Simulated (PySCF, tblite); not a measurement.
# C3H4BF3S: geometry, infrared bands and NMR shifts

Aim: predict the infrared bands and NMR shifts of C3H4BF3S (`FB(F)[C@@H]1[C@H](F)[C@H]1S`).

Programs: tblite 0.8.0 and PySCF 2.14.0, with density-fitted response routines of our own. Each step states its level of theory. These are calculated values for one molecule in the gas phase, unless marked as measured. Atoms count from 0, in the outputs and in this text.

## (1) Starting geometry

12 atoms, charge 0, multiplicity 1; geometry from: force field or distance geometry start.

Bonds of the start (Å): F0–B1 1.43, B1–F2 1.46, B1–C3 1.59, C3–C4 1.53, C4–F5 1.39, C4–C6 1.52, C6–S7 1.82, C6–C3 1.52, C3–H8 1.12, C4–H9 1.11, C6–H10 1.11, S7–H11 1.40.

## (2) Relaxing the molecule with GFN2-xTB

What the job is given:

```
{"job": {"kind": "relax", "xc": "GFN2-xTB", "basis": "xTB"}, "charge": 0, "multiplicity": 1}
F      1.427400     2.191400    -0.547300
B      1.576500     0.824000    -0.143700
F      2.896100     0.200300    -0.188800
C      0.370200     0.060200     0.561300
C     -0.035200    -1.290200    -0.029000
F      0.680200    -1.685800    -1.155100
C     -0.884500    -0.052800    -0.291600
S     -2.427100    -0.038800     0.672900
H      0.208200     0.142100     1.665000
H     -0.442700    -2.050800     0.668500
H     -0.857700     0.341500    -1.327100
H     -2.510300     1.358300     0.632900
```

On the command line:

```
> OMP_NUM_THREADS=1 python probes_run.py task.json out
```

The driver reads the jobs from task.json and runs them one after another.

**Question.** This job is followed by: GFN2-xTB harmonic vibrations, gas phase; GIAO PBE0/pcSseg-1 NMR shielding, non-relativistic, gas phase. Predict these results of the whole session: strongest single infrared mode (GFN2-xTB); zero-point energy (GFN2-xTB); 13C shifts against TMS (PBE0/pcSseg-1); 1H shifts against TMS (PBE0/pcSseg-1); 19F shifts against CFCl3 (PBE0/pcSseg-1, means over atoms taken as alike); 11B shifts against BF3·OEt2 (PBE0/pcSseg-1); 33S shifts against CS2 (PBE0/pcSseg-1).

As calculated:

| quantity | value |
| --- | --- |
| strongest single infrared mode (GFN2-xTB) | 1300 cm⁻¹, 413 km/mol |
| zero-point energy (GFN2-xTB) | 43.8 kcal/mol |
| 13C shifts against TMS (PBE0/pcSseg-1) | 81.3, 26.2, 22.2 ppm |
| 1H shifts against TMS (PBE0/pcSseg-1) | 4.78, 2.87, 2.47, 0.47 ppm |
| 19F shifts against CFCl3 (PBE0/pcSseg-1, means over atoms taken as alike) | -69.5, -226.6 ppm |
| 11B shifts against BF3·OEt2 (PBE0/pcSseg-1) | 25.9 ppm |
| 33S shifts against CS2 (PBE0/pcSseg-1) | -49 ppm |

In words: Over 98 steps the energy fell by 1.100 eV; of the close pairs, B1–F2 changed most, 1.460 to 1.316 Å. No mode is imaginary among the 30: a minimum at this level. The strongest single mode, at 1300 cm⁻¹, moves mainly B1. GFN2-xTB is a fitted tight-binding method: band positions and strengths are rough. Its intensities can rank the bands wrongly. The most deshielded carbon is C4 (three-membered-ring carbon bearing a halogen), at 81.3 ppm: deshielded by the electronegative neighbour. The most deshielded hydrogen is H9 (hydrogen on a three-membered-ring carbon bearing a halogen), at 4.78 ppm: its carbon carries F, an electronegative neighbour. At PBE0/pcSseg-1: Shielding is most anisotropic at S7 (span 427 ppm, paramagnetic term -502 ppm).
